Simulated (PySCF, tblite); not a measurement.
# C6H14Ge: infrared bands, NMR shifts and electronic excitations in gas and solvents, part 2 of 2

tblite 0.8.0 and PySCF 2.14.0. Atoms count from 0.

## 7. Nuclear shieldings: PBE/pcSseg-1

Job settings and geometry (Å):

```
{"job": {"kind": "nmr", "xc": "PBE", "basis": "pcSseg-1", "pop": false}, "charge": 0, "multiplicity": 1}
C     -1.979915    -0.526798     0.779269
C     -0.934050     0.476715     0.308642
C     -1.504802     1.399901    -0.761460
C      0.337710    -0.222978    -0.177258
C      1.501964     0.708465    -0.612595
Ge     2.765866    -0.673720     0.007082
C      1.046509    -1.143183     0.853554
H     -1.584730    -1.194257     1.559168
H     -2.321125    -1.157651    -0.058714
H     -2.864595    -0.017067     1.191869
H     -0.640443     1.099633     1.176443
H     -1.780329     0.827959    -1.663410
H     -2.411883     1.911879    -0.404161
H     -0.781400     2.171691    -1.064049
H      0.064854    -0.846570    -1.050575
H      1.495799     1.047052    -1.657237
H      1.569828     1.593331     0.042766
H      3.242073    -1.655442    -1.080559
H      3.958865    -0.262884     0.892504
H      0.704998    -2.186328     0.894428
H      0.998717    -0.718315     1.870224
```

With the program's defaults for keys left out, this is: GIAO PBE/pcSseg-1 NMR shielding, non-relativistic, gas phase.

Log:

```text
coarse grid: 73104 points
cycle   1  E = -2312.9430743668  dE = -2.996e-01  |g| = 1.285e+00  |ddm| = 4.081e+00
cycle   2  E = -2312.4518940725  dE =  4.912e-01  |g| = 1.901e+00  |ddm| = 2.521e+00
cycle   3  E = -2313.1164818894  dE = -6.646e-01  |g| = 3.370e-01  |ddm| = 2.159e+00
cycle   4  E = -2313.1488832149  dE = -3.240e-02  |g| = 1.077e-01  |ddm| = 4.985e-01
cycle   5  E = -2313.1510342515  dE = -2.151e-03  |g| = 2.961e-02  |ddm| = 1.175e-01
cycle   6  E = -2313.1512769923  dE = -2.427e-04  |g| = 6.957e-03  |ddm| = 4.047e-02
cycle   7  E = -2313.1512861832  dE = -9.191e-06  |g| = 2.121e-03  |ddm| = 7.476e-03
final grid: 155496 points
cycle   8  E = -2313.1512341584  dE =  1.675e-06  |g| = 3.577e-03  |ddm| = 6.904e-03
cycle   9  E = -2313.1512278100  dE =  6.348e-06  |g| = 6.311e-03  |ddm| = 8.950e-03
cycle  10  E = -2313.1512373147  dE = -9.505e-06  |g| = 4.573e-04  |ddm| = 5.651e-03
cycle  11  E = -2313.1512373680  dE = -5.323e-08  |g| = 1.105e-04  |ddm| = 5.742e-04
cycle  12  E = -2313.1512373712  dE = -3.243e-09  |g| = 1.841e-05  |ddm| = 1.436e-04
cycle  13  E = -2313.1512373713  dE = -7.003e-11  |g| = 3.803e-06  |ddm| = 2.196e-05
converged SCF energy = -2313.1512373713

GIAO shielding tensors (ppm)
atom      isotropic    diamagn.    paramagn.     s11        s22        s33       span
  0 C      158.373     246.906     -88.533    144.480    149.413    181.226     36.746
  1 C      135.229     244.571    -109.342    118.455    133.803    153.430     34.974
  2 C      158.177     246.901     -88.724    143.767    149.636    181.128     37.361
  3 C      130.652     248.568    -117.917    107.032    127.577    157.346     50.314
  4 C      155.705     249.411     -93.706    135.097    148.222    183.797     48.700
  5 Ge    1429.200    2757.863   -1328.663   1348.634   1458.424   1480.540    131.906
  6 C      155.854     249.382     -93.529    135.062    148.537    183.962     48.900
  7 H       29.853      30.830      -0.977     24.706     30.071     34.782     10.076
  8 H       30.832      30.694       0.138     27.691     28.604     36.202      8.512
  9 H       30.333      29.310       1.023     26.304     27.579     37.117     10.813
 10 H       30.115      33.085      -2.970     28.131     29.355     32.857      4.726
 11 H       30.837      30.742       0.095     27.593     28.760     36.159      8.566
 12 H       30.340      29.305       1.035     26.271     27.668     37.080     10.809
 13 H       29.832      30.764      -0.933     24.765     29.858     34.872     10.108
 14 H       29.246      34.493      -5.247     27.269     29.274     31.195      3.926
 15 H       29.486      30.822      -1.336     24.434     27.893     36.130     11.696
 16 H       29.893      31.312      -1.419     25.918     29.767     33.995      8.076
 17 H       26.617      29.008      -2.391     20.840     22.002     37.010     16.170
 18 H       26.476      28.421      -1.945     20.157     21.317     37.953     17.796
 19 H       29.480      30.805      -1.326     24.425     27.879     36.135     11.710
 20 H       29.888      31.285      -1.397     25.903     29.748     34.013      8.109
```

Wall time 95 s (1 thread of AMD EPYC 7R43, shared host); peak memory 0.97 GiB.

This run: δ C3 49.4, C1 44.8, C4 24.3, C0 21.8, H18 4.72, H17 4.58 ppm (means over like atoms).

## 8. Nuclear shieldings: PBE0/pcSseg-1 in chloroform

Same as in step 7 but for these lines:

```diff
@@ -1,2 +1,2 @@
-{"job": {"kind": "nmr", "xc": "PBE", "basis": "pcSseg-1", "pop": false}, "charge": 0, "multiplicity": 1}
+{"job": {"kind": "nmr", "xc": "PBE0", "basis": "pcSseg-1", "solvent": "chloroform", "pop": true}, "charge": 0, "multiplicity": 1}
 C     -1.979915    -0.526798     0.779269
```

Level: GIAO PBE0/pcSseg-1 NMR shielding, non-relativistic, IEF-PCM chloroform.

Log:

```text
coarse grid: 73104 points
cycle   1  E = -2313.1461226604  dE = -1.692e-01  |g| = 9.465e-01  |ddm| = 3.995e+00
cycle   2  E = -2313.0878126413  dE =  5.831e-02  |g| = 1.029e+00  |ddm| = 1.233e+00
cycle   3  E = -2313.2407343775  dE = -1.529e-01  |g| = 1.099e-01  |ddm| = 8.183e-01
cycle   4  E = -2313.2432739608  dE = -2.540e-03  |g| = 4.585e-02  |ddm| = 1.406e-01
cycle   5  E = -2313.2437684375  dE = -4.945e-04  |g| = 4.993e-03  |ddm| = 4.386e-02
cycle   6  E = -2313.2437739302  dE = -5.493e-06  |g| = 1.591e-03  |ddm| = 7.121e-03
final grid: 155496 points
cycle   7  E = -2313.2437375585  dE =  5.024e-08  |g| = 1.877e-03  |ddm| = 4.389e-03
cycle   8  E = -2313.2437371955  dE =  3.630e-07  |g| = 2.335e-03  |ddm| = 3.568e-03
cycle   9  E = -2313.2437383681  dE = -1.173e-06  |g| = 1.211e-04  |ddm| = 1.872e-03
cycle  10  E = -2313.2437383706  dE = -2.472e-09  |g| = 2.091e-05  |ddm| = 1.046e-04
cycle  11  E = -2313.2437383707  dE = -1.014e-10  |g| = 4.051e-06  |ddm| = 2.144e-05
converged SCF energy = -2313.2437383707

GIAO shielding tensors (ppm)
atom      isotropic    diamagn.    paramagn.     s11        s22        s33       span
  0 C      163.787     247.435     -83.648    150.823    155.126    185.411     34.588
  1 C      142.979     244.089    -101.110    127.350    140.857    160.729     33.380
  2 C      163.605     247.435     -83.830    150.199    155.296    185.320     35.121
  3 C      138.330     249.001    -110.670    114.872    135.797    164.322     49.450
  4 C      162.741     249.722     -86.981    142.384    155.804    190.034     47.650
  5 Ge    1485.273    2757.770   -1272.497   1414.189   1512.090   1529.540    115.351
  6 C      162.872     249.685     -86.813    142.342    156.086    190.187     47.845
  7 H       29.985      30.803      -0.818     24.590     30.193     35.171     10.581
  8 H       30.871      30.663       0.208     27.504     28.531     36.579      9.076
  9 H       30.396      29.499       0.896     26.076     27.529     37.582     11.506
 10 H       30.265      33.013      -2.748     27.982     29.387     33.426      5.445
 11 H       30.876      30.702       0.174     27.414     28.682     36.532      9.117
 12 H       30.403      29.497       0.906     26.041     27.624     37.544     11.503
 13 H       29.963      30.744      -0.781     24.650     29.975     35.263     10.613
 14 H       29.394      34.457      -5.062     27.046     29.562     31.575      4.529
 15 H       29.667      30.859      -1.192     24.395     27.847     36.758     12.363
 16 H       30.007      31.300      -1.292     25.925     29.613     34.484      8.559
 17 H       26.825      29.068      -2.243     20.934     22.135     37.406     16.472
 18 H       26.703      28.462      -1.759     20.315     21.452     38.340     18.025
 19 H       29.661      30.844      -1.183     24.390     27.832     36.761     12.371
 20 H       30.001      31.268      -1.267     25.906     29.592     34.505      8.599
```

Wall time 63 s (1 thread of AMD EPYC 7R43, shared host); peak memory 1.3 GiB.

This run: δ C3 46.8, C1 42.2, C4 22.4, C0 21.5, H18 4.54, H17 4.42 ppm (means over like atoms).

## 9. Nuclear shieldings: PBE0/pcSseg-1 in methanol

Same as in step 8 but for these lines:

```diff
@@ -1,2 +1,2 @@
-{"job": {"kind": "nmr", "xc": "PBE0", "basis": "pcSseg-1", "solvent": "chloroform", "pop": true}, "charge": 0, "multiplicity": 1}
+{"job": {"kind": "nmr", "xc": "PBE0", "basis": "pcSseg-1", "solvent": "methanol", "pop": false}, "charge": 0, "multiplicity": 1}
 C     -1.979915    -0.526798     0.779269
```

Method: GIAO PBE0/pcSseg-1 NMR shielding, non-relativistic, IEF-PCM methanol.

Log:

```text
coarse grid: 73104 points
cycle   1  E = -2313.1471242152  dE = -1.700e-01  |g| = 9.451e-01  |ddm| = 3.994e+00
cycle   2  E = -2313.0925758702  dE =  5.455e-02  |g| = 1.021e+00  |ddm| = 1.214e+00
cycle   3  E = -2313.2413842477  dE = -1.488e-01  |g| = 1.050e-01  |ddm| = 7.918e-01
cycle   4  E = -2313.2436317225  dE = -2.247e-03  |g| = 4.369e-02  |ddm| = 1.299e-01
cycle   5  E = -2313.2440855801  dE = -4.539e-04  |g| = 4.718e-03  |ddm| = 4.109e-02
cycle   6  E = -2313.2440904349  dE = -4.855e-06  |g| = 1.521e-03  |ddm| = 6.721e-03
final grid: 155496 points
cycle   7  E = -2313.2440541851  dE =  2.600e-08  |g| = 1.791e-03  |ddm| = 4.235e-03
cycle   8  E = -2313.2440538689  dE =  3.162e-07  |g| = 2.217e-03  |ddm| = 3.308e-03
cycle   9  E = -2313.2440549134  dE = -1.045e-06  |g| = 1.096e-04  |ddm| = 1.733e-03
cycle  10  E = -2313.2440549155  dE = -2.106e-09  |g| = 2.061e-05  |ddm| = 9.631e-05
cycle  11  E = -2313.2440549156  dE = -1.087e-10  |g| = 4.132e-06  |ddm| = 2.090e-05
converged SCF energy = -2313.2440549156

GIAO shielding tensors (ppm)
atom      isotropic    diamagn.    paramagn.     s11        s22        s33       span
  0 C      164.007     247.562     -83.555    151.053    155.304    185.663     34.610
  1 C      143.136     244.047    -100.911    127.628    140.844    160.937     33.309
  2 C      163.826     247.562     -83.736    150.434    155.471    185.574     35.141
  3 C      138.411     248.975    -110.564    114.805    135.959    164.470     49.664
  4 C      162.864     249.802     -86.938    142.446    155.997    190.149     47.703
  5 Ge    1485.446    2757.800   -1272.354   1414.792   1512.303   1529.244    114.452
  6 C      162.990     249.763     -86.772    142.400    156.273    190.298     47.899
  7 H       29.991      30.827      -0.836     24.589     30.199     35.185     10.597
  8 H       30.866      30.677       0.189     27.492     28.526     36.580      9.088
  9 H       30.390      29.504       0.886     26.061     27.521     37.587     11.526
 10 H       30.238      32.995      -2.757     27.947     29.352     33.414      5.467
 11 H       30.870      30.716       0.154     27.403     28.675     36.532      9.130
 12 H       30.398      29.502       0.896     26.027     27.618     37.549     11.523
 13 H       29.969      30.768      -0.799     24.648     29.982     35.277     10.629
 14 H       29.367      34.434      -5.067     27.011     29.540     31.550      4.539
 15 H       29.663      30.859      -1.196     24.382     27.846     36.762     12.380
 16 H       29.970      31.276      -1.305     25.884     29.570     34.457      8.573
 17 H       26.849      29.109      -2.261     20.961     22.162     37.423     16.463
 18 H       26.716      28.489      -1.773     20.329     21.466     38.354     18.025
 19 H       29.656      30.844      -1.188     24.376     27.829     36.763     12.388
 20 H       29.965      31.245      -1.280     25.866     29.550     34.479      8.613
```

It took 58 s on 1 thread of AMD EPYC 7R43, shared host; peak memory 1.3 GiB.

In short: δ C3 47.1, C1 42.3, C4 22.5, C0 21.5, H18 4.52, H17 4.39 ppm (means over like atoms).

## 10. Ultraviolet spectrum: CAM-B3LYP/def2-SVPD in chloroform

Same as in step 9 but for these lines:

```diff
@@ -1,2 +1,2 @@
-{"job": {"kind": "nmr", "xc": "PBE0", "basis": "pcSseg-1", "solvent": "methanol", "pop": false}, "charge": 0, "multiplicity": 1}
+{"job": {"kind": "uv", "xc": "CAM-B3LYP", "basis": "def2-SVPD", "solvent": "chloroform", "nstates": 6, "ntriplets": 0}, "charge": 0, "multiplicity": 1}
 C     -1.979915    -0.526798     0.779269
```

Level: TDDFT CAM-B3LYP/def2-SVPD, vertical, IEF-PCM chloroform (non-equilibrium linear response), core orbitals frozen in the response.

Log:

```text
coarse grid: 73104 points
cycle   1  E = -2313.5492123945  dE =  4.473e-02  |g| = 5.158e-01  |ddm| = 8.231e+00
cycle   2  E = -2313.5563525131  dE = -7.140e-03  |g| = 5.153e-01  |ddm| = 1.558e+00
cycle   3  E = -2313.5997157369  dE = -4.336e-02  |g| = 3.122e-02  |ddm| = 9.019e-01
cycle   4  E = -2313.5998789255  dE = -1.632e-04  |g| = 2.050e-02  |ddm| = 1.197e-01
cycle   5  E = -2313.5999842093  dE = -1.053e-04  |g| = 1.839e-03  |ddm| = 4.542e-02
cycle   6  E = -2313.5999850578  dE = -8.486e-07  |g| = 7.685e-04  |ddm| = 5.930e-03
final grid: 155496 points
cycle   7  E = -2313.5999292898  dE = -1.136e-07  |g| = 7.361e-04  |ddm| = 1.226e-02
cycle   8  E = -2313.5999292853  dE =  4.481e-09  |g| = 7.463e-04  |ddm| = 2.855e-03
cycle   9  E = -2313.5999294103  dE = -1.250e-07  |g| = 4.056e-05  |ddm| = 1.473e-03
cycle  10  E = -2313.5999294108  dE = -4.079e-10  |g| = 1.314e-05  |ddm| = 1.212e-04
converged SCF energy = -2313.5999294108

Static polarisability (au): isotropic 128.575, principal 113.875 120.607 151.242

Singlet excitations
state   eV       nm        f      main configurations
  1   7.0131    176.8   0.02095   H->L 0.88
  2   7.2222    171.7   0.13437   H-1->L 0.85, H->L+1 0.12
  3   7.3837    167.9   0.00194   H-1->L+1 0.83, H-1->L+4 0.10
  4   7.4694    166.0   0.15809   H->L+1 0.75, H->L+4 0.09, H-1->L 0.08
  5   7.8177    158.6   0.10856   H-1->L+2 0.61, H-1->L+4 0.21
  6   7.8704    157.5   0.21719   H->L+2 0.74, H->L+4 0.09
```

Wall time 1.7 min (1 thread of AMD EPYC 7R43, shared host); peak memory 1.6 GiB.

In short: HOMO -8.88 eV, LUMO 1.28 eV; lowest singlet 7.01 eV.

## 11. Side by side: NMR shifts

Shifts (ppm) of some atoms, chosen among heavy atoms and hydrogens apart, means over like atoms, with basis size and wall time:

```csv
run,C3,C1,C4,C0,H18,H17,Ge5,functions,time
PBE0/pcSseg-1,46.3,41.8,21.9,21.3,4.60,4.50,-154,213,49 s
PBE/pcSseg-1,49.4,44.8,24.3,21.8,4.72,4.58,-168,213,95 s
PBE0/pcSseg-1 in chloroform,46.8,42.2,22.4,21.5,4.54,4.42,-156,213,63 s
PBE0/pcSseg-1 in methanol,47.1,42.3,22.5,21.5,4.52,4.39,-156,213,58 s
```

The continuum's effect on the ground state:

```csv
solvent,ε,polarisation energy (Eh),μ (D)
chloroform,4.71,-0.0009,0.47
methanol,32.61,-0.0012,0.51
```

## 12. Side by side: electronic excitations

Excitations and ground-state properties, with basis size and wall time:

```csv
run,lowest singlet (eV),brightest (eV),f,gap (eV),α (Å³),μ (D),functions,time
CAM-B3LYP/def2-SVPD,7.05,7.94,0.179,10.18,15.18,0.34,270,8.5 min
CAM-B3LYP/def2-SVPD in chloroform,7.01,7.87,0.217,10.16,19.05,0.46,270,1.7 min
```

## 13. Results

The summary covers parts 1 to 2.

| quantity | value |
| --- | --- |
| strongest single infrared mode (GFN2-xTB) | 1967 cm⁻¹, 557 km/mol |
| zero-point energy (GFN2-xTB) | 112.1 kcal/mol |
| rotational constants (main isotopes) | 4.27, 0.87, 0.76 GHz |
| 13C shifts against TMS (PBE0/pcSseg-1, means over atoms taken as alike) | 46.3, 41.8, 21.9, 21.3 ppm |
| 1H shifts against TMS (PBE0/pcSseg-1, means over atoms taken as alike) | 4.60, 4.50, 1.80, 1.57, 1.18, 0.95, 0.85 ppm |
| 73Ge shifts against GeMe4 (PBE0/pcSseg-1) | -154 ppm |
| lowest singlet (CAM-B3LYP/def2-SVPD) | 7.05 eV (176 nm), f = 0.015 |
| brightest single state of those computed | state 6, 7.94 eV, f = 0.179 |
| lowest triplet | 6.33 eV |
| vertical ionisation energy (ΔSCF) | 9.61 eV |
| range of the shift of Ge5 (PBE0/pcSseg-1 runs) | -156 to -154 ppm |
| range of the lowest singlet | 7.01 to 7.05 eV |

In words: Relaxing lowered the energy by 0.590 eV in 83 steps; the close pair that moved most is C4–Ge5, from 1.927 to 1.984 Å (GFN2-xTB). No mode is imaginary among the 57: a minimum at this level. The strongest single mode, at 1967 cm⁻¹, moves mainly H17. GFN2-xTB is a fitted tight-binding method: band positions and strengths are rough. Its intensities can rank the bands wrongly. The optimisation took 3 steps and gained 0.196 eV; among the close pairs (by a distance rule), Ge5–H17 changed most, from 1.500 to 1.541 Å (PBE0/def2-SVP). No frequency check was run at this level, so the end point may be a saddle. At PBE0/pcSseg-1: The widest tensor belongs to Ge5: span 118 ppm, with a paramagnetic part of -1273 ppm. The first singlet state (HOMO→LUMO 0.88) lies at 7.05 eV and is weak; of the 10 states computed, the strongest absorption comes from state 6 at 7.94 eV. The lowest triplet lies 0.72 eV below the lowest singlet (triplets in Tamm-Dancoff, singlets in full TDDFT). ΔSCF puts the ionisation energy at 9.61 eV, 0.61 eV above −ε(HOMO). At one level, PBE0/pcSseg-1: Across the 3 runs the shift of Ge5 moves most, between -156 (PBE0/pcSseg-1 in methanol) and -154 ppm (PBE0/pcSseg-1). Part of that comes from the computed reference. The continuum holds electrostatics alone: no hydrogen bonds to the solvent, and the gas-phase geometry is kept. The lowest singlet runs from 7.01 eV (CAM-B3LYP/def2-SVPD in chloroform) to 7.05 eV (CAM-B3LYP/def2-SVPD), while the orbital gap spans 10.16 to 10.18 eV. The lowest state need not be the same one in every run. The runs solved for a few states only, so the brightest column depends on that window. Spin-orbit coupling is left out, which matters for shieldings and couplings at and beside the heavy atoms.
